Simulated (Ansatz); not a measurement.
CH7GeSi, SMILES [SiH3][CH][GeH3], a rigid scan of one bond length

Program: Ansatz's Python interface.

The cells in order, each with its output:

In [1]:
```python
import warnings

import ansatz as az
from ase import Atoms
import matplotlib.pyplot as plt
import numpy as np
```

In [2]:
```python
warnings.simplefilter("ignore", az.DeckWarning)
```

In [3]:
```python
atoms = Atoms(["Si", "C", "Ge", "H", "H", "H", "H", "H", "H", "H"], positions=[
    (1.5478, 0.0646, 0.1898),
    (0.0792, 0.3627, -0.9232),
    (-1.562, 0.0488, 0.0715),
    (1.5242, -1.3248, 0.671),
    (1.4882, 0.9826, 1.3371),
    (2.7878, 0.3011, -0.5639),
    (0.1248, -0.3306, -1.7879),
    (-1.5845, -1.4158, 0.5786),
    (-2.7804, 0.2953, -0.8542),
    (-1.6251, 1.016, 1.2812),
])
molecule = az.Crystal.molecule_from_ase(atoms)
```

In [4]:
```python
symbols = [site.symbol for site in molecule.cartesian_sites]
start = np.array([site.position_ang for site in molecule.cartesian_sites])
axis = (start[3] - start[0]) / np.linalg.norm(start[3] - start[0])
moving = [3]
lengths, energies = [1.294, 1.353, 1.412, 1.471, 1.529, 1.588, 1.647, 1.735], []
for length in lengths:
    xyz = start.copy()
    xyz[moving] += (length - np.linalg.norm(start[3] - start[0])) * axis
    point = az.Crystal.molecule()
    for symbol, place in zip(symbols, xyz):
        point = point.atom(symbol, place.tolist())
    model = (
        point.calculation()
        .basis(gaussian="def2-SVP")
        .functional("pbe0")
        .spin("collinear", total=1)
    )
    rep = model.run(threads=1).report
    energies.append(rep["free_energy_ev"])
    print(f"r = {length:6.3f} A  E = {energies[-1]:.5f} eV  <S^2> = {abs(rep['mean_field']['state']['spin_squared']):.3f}")
```
```text
r =  1.294 A  E = -65521.76196 eV  <S^2> = 0.754
r =  1.353 A  E = -65522.03184 eV  <S^2> = 0.755
r =  1.412 A  E = -65522.18890 eV  <S^2> = 0.755
r =  1.471 A  E = -65522.25743 eV  <S^2> = 0.755
r =  1.529 A  E = -65522.25755 eV  <S^2> = 0.755
r =  1.588 A  E = -65522.20488 eV  <S^2> = 0.755
r =  1.647 A  E = -65522.11154 eV  <S^2> = 0.755
r =  1.735 A  E = -65521.91800 eV  <S^2> = 0.756
```

In [5]:
```python
fit = np.polynomial.Polynomial.fit(lengths, np.array(energies) - min(energies), 4).convert()
roots = [r.real for r in fit.deriv().roots() if abs(r.imag) < 1e-9 and fit.deriv(2)(r.real) > 0]
r_e = min(roots, key=lambda r: abs(r - lengths[int(np.argmin(energies))]))
print(f"minimum of the fit at {r_e:.4f} A, force constant {fit.deriv(2)(r_e):.2f} eV/A^2")
plt.figure(figsize=(4.5, 3))
plt.plot(lengths, np.array(energies) - min(energies), "o-")
plt.xlabel("bond length (A)")
plt.ylabel("E - E(min) (eV)")
plt.tight_layout()
plt.savefig("scan.png", dpi=100)
```
```text
minimum of the fit at 1.4992 A, force constant 17.43 eV/A^2
```

Reading the output:
- The settings weren't tested for convergence.
- The rest of the molecule is held rigid at a force-field or estimated start geometry, and the basis set is modest; single-reference methods fail as a bond breaks.
- The species is open-shell (spin multiplicity 2).
- It ran for 41 s on 1 thread of Intel(R) Xeon(R) Processor @ 2.30GHz (shared host), peak memory 0.43 GiB.
